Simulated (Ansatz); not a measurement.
# C3H2F4: small, medium and large basis sets

The task here is to estimate one member of a computed series from the others.

Program: Ansatz 0.2.0, Gaussian basis. Level of theory: one geometry, several basis sets. These are calculated values, not measurements.

The runs, in order: PBE0-D4/def2-SVP; ωB97M-V/def2-SVP; PBE0-D4/def2-QZVPP; ωB97M-V/def2-QZVPP; the functionals' def2-TZVPP values are taken from earlier runs.

**Structure used throughout**

The geometry comes from an earlier relaxation with PBE0-D4 in a triple-zeta def2 set; it is a stationary point, not always the lowest conformer.

SMILES `FC(F)=CC(F)F`, 9 atoms, charge 0, spin multiplicity 1.

Atoms are counted from 1 here; the program's logs count them from 0.

Bond lengths: F1–C2 1.310 Å, C2–F3 1.307 Å, C2–C4 1.319 Å, C4–C5 1.480 Å, C4–H8 1.081 Å, C5–F6 1.360 Å, C5–F7 1.360 Å, C5–H9 1.093 Å. Angles: F1–C2–F3 110.1°, F1–C2–C4 125.4°, F3–C2–C4 124.5°, C2–C4–C5 122.4°, C2–C4–H8 118.9°, C5–C4–H8 118.7°, C4–C5–F6 110.1°, C4–C5–F7 110.1°, C4–C5–H9 113.6°, F6–C5–F7 106.4°, F6–C5–H9 108.1°, F7–C5–H9 108.1°.

Coordinates:

```mol
C3H2F4
  3D, bonds by distance, orders not assigned

  9  8  0  0  0  0  0  0  0  0999 V2000
    1.0374   -1.5150    0.9485 F   0  0
    0.1535   -1.3537   -0.0054 C   0  0
   -0.1784   -2.5126   -0.5102 F   0  0
   -0.3357   -0.1964   -0.4053 C   0  0
    0.0747    1.0901    0.2008 C   0  0
   -1.0095    1.7342    0.7106 F   0  0
    0.5973    1.9099   -0.7506 F   0  0
   -1.0634   -0.1845   -1.2047 H   0  0
    0.8126    0.9815    0.9993 H   0  0
  1  2  8  0
  2  3  8  0
  2  4  8  0
  4  5  8  0
  5  6  8  0
  5  7  8  0
  4  8  8  0
  5  9  8  0
M  END
```

The first run:

Input file in.yaml:

```yaml
crystal:
  periodic: [false, false, false]
  atoms:
    - {symbol: F, position_ang: [1.037363, -1.514971, 0.948503]}
    - {symbol: C, position_ang: [0.153486, -1.353724, -0.005437]}
    - {symbol: F, position_ang: [-0.178408, -2.512584, -0.510216]}
    - {symbol: C, position_ang: [-0.335720, -0.196373, -0.405258]}
    - {symbol: C, position_ang: [0.074670, 1.090061, 0.200789]}
    - {symbol: F, position_ang: [-1.009538, 1.734244, 0.710576]}
    - {symbol: F, position_ang: [0.597287, 1.909926, -0.750585]}
    - {symbol: H, position_ang: [-1.063355, -0.184492, -1.204735]}
    - {symbol: H, position_ang: [0.812614, 0.981514, 0.999266]}
basis:
  gaussian: {orbitals: def2-SVP}
hamiltonian: {xc: pbe0, dispersion: d4}
output: {orbitals: {seedname: orbitals}}
```

Command:

```bash
> ansatz run in.yaml --threads 4 --pin off --events-out ev --progress --plain --max-ram 10444MiB
```

Among the steps run: PBE0-D4 in def2-SVP; ωB97M-V in def2-SVP; PBE0-D4 in def2-QZVPP; ωB97M-V in def2-QZVPP.

One of the session's tables, all rows but one given; the rest of the session is left out.

It belongs to the step «Density functionals: the series». 

| functional | basis | HOMO (eV) | LUMO (eV) |
| --- | --- | --- | --- |
| PBE0-D4 | def2-SVP | -8.27 | -0.11 |
| PBE0-D4 | def2-TZVPP | -8.36 | -0.24 |
| PBE0-D4 | def2-QZVPP | -8.40 | -0.31 |
| ωB97M-V | def2-SVP | -10.52 | 2.21 |
| ωB97M-V | def2-TZVPP | -10.64 | 2.02 |
| ωB97M-V | def2-QZVPP | ? | ? |

Estimate the missing values for ωB97M-V, def2-QZVPP.

**Answer.** HOMO (eV): -10.68; LUMO (eV): 1.91. In the column «HOMO (eV)» it is the lowest.
